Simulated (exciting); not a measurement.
# TePd3 (Cmmm) in exciting: a series of runs, part 2 of 2

exciting (release sodium). Earlier steps stand in the parts before.

## 3. Density of states, PBEsol+D2 (cell strained at random at fixed volume)

Input file input.xml:

```xml
<input>
  <title>TePd3</title>
  <structure speciespath="./" tshift="false">
    <crystal scale="1.88972612463">
      <basevect>2.427862000000 -2.476339000000 -0.003331000000</basevect>
      <basevect>2.496268000000 2.544410000000 -0.023491000000</basevect>
      <basevect>-0.030796000000 -0.023033000000 5.697738000000</basevect>
    </crystal>
    <species speciesfile="Te.xml" rmt="2.07">
      <atom coord="0.000000000000 0.000000000000 0.000000000000"/>
    </species>
    <species speciesfile="Pd.xml" rmt="2.07">
      <atom coord="0.500000000000 0.500000000000 0.251910000000"/>
      <atom coord="0.000000000000 0.000000000000 0.500000000000"/>
      <atom coord="0.500000000000 0.500000000000 0.748090000000"/>
    </species>
  </structure>
  <groundstate do="fromscratch" ngridk="4 4 3" rgkmax="8" gmaxvr="14" lmaxapw="10" lmaxmat="10" lmaxvr="8" xctype="GGA_PBE_SOL" stype="Gaussian" swidth="0.00499791" nempty="26" ValenceRelativity="iora*" epsengy="1e-05" epspot="1e-05" maxscl="60" outputlevel="low" deband="0.001"/>
  <properties>
    <dos nwdos="400" winddos="-0.8 0.6" inttype="tetra" ngrdos="100" nsmdos="0" lmirep="true"/>
    <DFTD2/>
  </properties>
</input>
```

Potentials or basis: all-electron LAPW+lo, shipped species files, valence relativity iora*.

On the command line:

```console
OMP_NUM_THREADS=1 exciting_smp
```

INFO.OUT:

```text
================================================================================
EXCITING SODIUM started
[... 10 lines left out ...]

 Lattice vectors (cartesian) :
      4.5879942484     -4.6796025017     -0.0062946777
      4.7172628537      4.8082380488     -0.0443915564
     -0.0581960057     -0.0435260618     10.7671643499

 Reciprocal lattice vectors (cartesian) :
      0.6845185884     -0.6715579283      0.0009850296
      0.6662340428      0.6531833991      0.0062414447
      0.0031469743      0.0023003816      0.5835769169

 Unit cell volume                           :     475.1882751878
 Brillouin zone volume                      :       0.5220040695

 Species :    1 (Te)
     parameters loaded from                 :    Te.xml
     name                                   :    tellurium

     atomic positions (lattice) :
       1 :   0.00000000  0.00000000  0.00000000

 Species :    2 (Pd)
     parameters loaded from                 :    Pd.xml
     name                                   :    palladium

     atomic positions (lattice) :
       1 :   0.50000000  0.50000000  0.25191000
       2 :   0.00000000  0.00000000  0.50000000
       3 :   0.50000000  0.50000000  0.74809000

 Total number of atoms per unit cell        :       4

 Spin treatment                             :    spin-unpolarised

 Number of Bravais lattice symmetries       :       2
 Number of crystal symmetries               :       2

 k-point grid                               :       4    4    3
 Total number of k-points                   :      26
 k-point set is reduced with crystal symmetries

 R^MT_min * |G+k|_max (rgkmax)              :       8.00000000

 G-vector grid sizes                        :      30    32    48
 Total number of G-vectors                  :   21987

 Total nuclear charge                       :    -190.00000000
 Total electronic charge                    :     190.00000000

 Number of empty states                     :      26
 Total number of valence states             :      62

 Exchange-correlation type                  :      22
     PBEsol, Phys. Rev. Lett. 100, 136406 (2008)
     Generalised gradient approximation (GGA)

 Smearing scheme                            :    Gaussian
 Smearing width                             :       0.00499791

++++++++++++++++++++++++++++++++++++++++++++++++++++++++++++++++++++++++++++++++
+ Ending initialization                                                        +
++++++++++++++++++++++++++++++++++++++++++++++++++++++++++++++++++++++++++++++++

********************************************************************************
* Groundstate module started                                                   *
********************************************************************************
 Output level for this task is set to low

++++++++++++++++++++++++++++++++++++++++++++++++++++++++++++++++++++++++++++++++
[... 5 lines left out ...]
+ SCF iteration number :    1                                                  +
++++++++++++++++++++++++++++++++++++++++++++++++++++++++++++++++++++++++++++++++
 Total energy                               :    -21868.18330074
 _______________________________________________________________
 Fermi energy                               :         0.44165664
 DOS at Fermi energy (states/Ha/cell)       :        84.38404141
 Electron charge: Core leakage              :         0.00768485

++++++++++++++++++++++++++++++++++++++++++++++++++++++++++++++++++++++++++++++++
+ SCF iteration number :    2                                                  +
++++++++++++++++++++++++++++++++++++++++++++++++++++++++++++++++++++++++++++++++
 Total energy                               :    -21922.26842551
 _______________________________________________________________
 Fermi energy                               :         0.38734467
 DOS at Fermi energy (states/Ha/cell)       :        57.86358008
 Electron charge: Core leakage              :         0.00770924

 RMS change in effective potential (target) :  0.671912E-01  ( 0.100000E-04)
 Absolute change in total energy   (target) :   54.0851      ( 0.100000E-04)
 Charge distance                   (target) :  0.193626E-01  ( 0.100000E-04)

++++++++++++++++++++++++++++++++++++++++++++++++++++++++++++++++++++++++++++++++
+ SCF iteration number :    3                                                  +
++++++++++++++++++++++++++++++++++++++++++++++++++++++++++++++++++++++++++++++++
 Total energy                               :    -21922.71498178
 _______________________________________________________________
 Fermi energy                               :         0.38485020
 DOS at Fermi energy (states/Ha/cell)       :        51.99465147
 Electron charge: Core leakage              :         0.00764835

 RMS change in effective potential (target) :  0.439224E-01  ( 0.100000E-04)
 Absolute change in total energy   (target) :  0.446556      ( 0.100000E-04)
 Charge distance                   (target) :  0.188275E-02  ( 0.100000E-04)

++++++++++++++++++++++++++++++++++++++++++++++++++++++++++++++++++++++++++++++++
+ SCF iteration number :    4                                                  +
++++++++++++++++++++++++++++++++++++++++++++++++++++++++++++++++++++++++++++++++
 Total energy                               :    -21933.84915211
 _______________________________________________________________
 Fermi energy                               :         0.35894715
 DOS at Fermi energy (states/Ha/cell)       :        50.08353798
 Electron charge: Core leakage              :         0.00755673

 RMS change in effective potential (target) :  0.827754E-01  ( 0.100000E-04)
 Absolute change in total energy   (target) :   11.1342      ( 0.100000E-04)
 Charge distance                   (target) :  0.514512E-02  ( 0.100000E-04)
[... 179 lines left out ...]
 RMS change in effective potential (target) :  0.373576E-07  ( 0.100000E-04)
 Absolute change in total energy   (target) :  0.158805E-04  ( 0.100000E-04)
 Charge distance                   (target) :  0.639737E-08  ( 0.100000E-04)

++++++++++++++++++++++++++++++++++++++++++++++++++++++++++++++++++++++++++++++++
+ SCF iteration number :   19                                                  +
++++++++++++++++++++++++++++++++++++++++++++++++++++++++++++++++++++++++++++++++
 Total energy                               :    -21927.86997046
 _______________________________________________________________
 Fermi energy                               :         0.36438333
 DOS at Fermi energy (states/Ha/cell)       :        52.75510703
 Electron charge: Core leakage              :         0.00755518

 RMS change in effective potential (target) :  0.487998E-07  ( 0.100000E-04)
 Absolute change in total energy   (target) :  0.224855E-05  ( 0.100000E-04)
 Charge distance                   (target) :  0.118839E-08  ( 0.100000E-04)

++++++++++++++++++++++++++++++++++++++++++++++++++++++++++++++++++++++++++++++++
+ SCF iteration number :   20                                                  +
++++++++++++++++++++++++++++++++++++++++++++++++++++++++++++++++++++++++++++++++
 Total energy                               :    -21927.86997307
 _______________________________________________________________
 Fermi energy                               :         0.36438333
 DOS at Fermi energy (states/Ha/cell)       :        52.75512870
 Electron charge: Core leakage              :         0.00755519

 RMS change in effective potential (target) :  0.463909E-07  ( 0.100000E-04)
 Absolute change in total energy   (target) :  0.261212E-05  ( 0.100000E-04)
 Charge distance                   (target) :  0.277823E-08  ( 0.100000E-04)

++++++++++++++++++++++++++++++++++++++++++++++++++++++++++++++++++++++++++++++++
| Convergency criteria checked for the last 2 iterations                       +
| Convergence targets achieved. Performing final SCF iteration                 +
++++++++++++++++++++++++++++++++++++++++++++++++++++++++++++++++++++++++++++++++
 Total energy                               :    -21927.86997485
 _______________________________________________________________
 Fermi energy                               :         0.36438333
 DOS at Fermi energy (states/Ha/cell)       :        52.75512435
 Electron charge: Core leakage              :         0.00755519

++++++++++++++++++++++++++++++++++++++++++++++++++++++++++++++++++++++++++++++++
[... 7 lines left out ...]

--------------------------------------------------------------------------------
- CAUTION! Warnings have been written in file WARNING.OUT !                    -
--------------------------------------------------------------------------------
================================================================================
| EXCITING SODIUM stopped                                                      =
================================================================================
```

Run time: 6 min. Hardware: 1 thread of Arm Neoverse V2, shared host; peak memory 0.2 GiB.

What came out:

* Band gap on the k mesh: none (metal or under the smearing width)
* Dispersion energy per atom: -0.566 eV
* Density of states at the Fermi level: 1.94 states/eV per cell

States per cell in windows of 0.5 eV (zero at the Fermi level; states under -8 eV left out):
```
from (eV)  total  Pd2 d  Pd4 d  Pd3 d  Te1 p  Pd2 s  Pd4 s
     -8.0   0.00   0.00   0.00   0.00   0.00   0.00   0.00
     -7.5   0.00   0.00   0.00   0.00   0.00   0.00   0.00
     -7.0   0.13   0.00   0.00   0.00   0.02   0.00   0.00
     -6.5   1.02   0.04   0.04   0.03   0.16   0.02   0.02
     -6.0   0.82   0.06   0.06   0.03   0.12   0.01   0.01
     -5.5   1.34   0.13   0.13   0.06   0.19   0.01   0.01
     -5.0   1.31   0.16   0.16   0.07   0.17   0.01   0.01
     -4.5   1.09   0.17   0.17   0.15   0.07   0.01   0.01
     -4.0   3.03   0.68   0.68   0.41   0.09   0.02   0.02
     -3.5   3.85   0.92   0.92   0.72   0.04   0.01   0.01
     -3.0   3.23   0.73   0.73   0.80   0.03   0.00   0.00
     -2.5   3.53   0.91   0.91   0.62   0.03   0.02   0.02
     -2.0   3.82   1.14   1.14   0.67   0.03   0.00   0.00
     -1.5   4.13   1.13   1.13   1.07   0.04   0.01   0.01
     -1.0   3.50   0.62   0.62   1.57   0.04   0.01   0.01
     -0.5   3.07   0.59   0.59   1.17   0.09   0.00   0.00
      0.0   0.81   0.19   0.19   0.09   0.06   0.01   0.01
      0.5   1.05   0.19   0.19   0.17   0.10   0.01   0.01
      1.0   0.70   0.09   0.09   0.11   0.07   0.01   0.01
      1.5   0.86   0.10   0.10   0.11   0.14   0.01   0.01
      2.0   0.75   0.09   0.09   0.08   0.14   0.00   0.00
      2.5   0.11   0.01   0.01   0.01   0.01   0.00   0.00
      3.0   0.16   0.01   0.01   0.01   0.01   0.00   0.00
      3.5   0.61   0.04   0.04   0.03   0.03   0.02   0.02
      4.0   1.00   0.07   0.07   0.05   0.05   0.03   0.03
      4.5   0.72   0.05   0.05   0.05   0.04   0.02   0.02
      5.0   0.71   0.04   0.04   0.06   0.03   0.03   0.03
      5.5   0.76   0.04   0.04   0.05   0.04   0.04   0.04
      6.0   0.93   0.05   0.05   0.05   0.06   0.03   0.03
      6.5   0.99   0.05   0.05   0.04   0.05   0.01   0.01
      7.0   0.71   0.03   0.03   0.04   0.03   0.01   0.01
      7.5   0.68   0.03   0.03   0.04   0.03   0.01   0.01
```

Caveat: the k mesh is coarse (spacing up to 0.45 Å⁻¹), so the values aren't converged; the dispersion energy is computed afterwards and isn't part of the total energy; the tetrahedron DOS on this energy grid can lose part of the weight of narrow d or f bands.
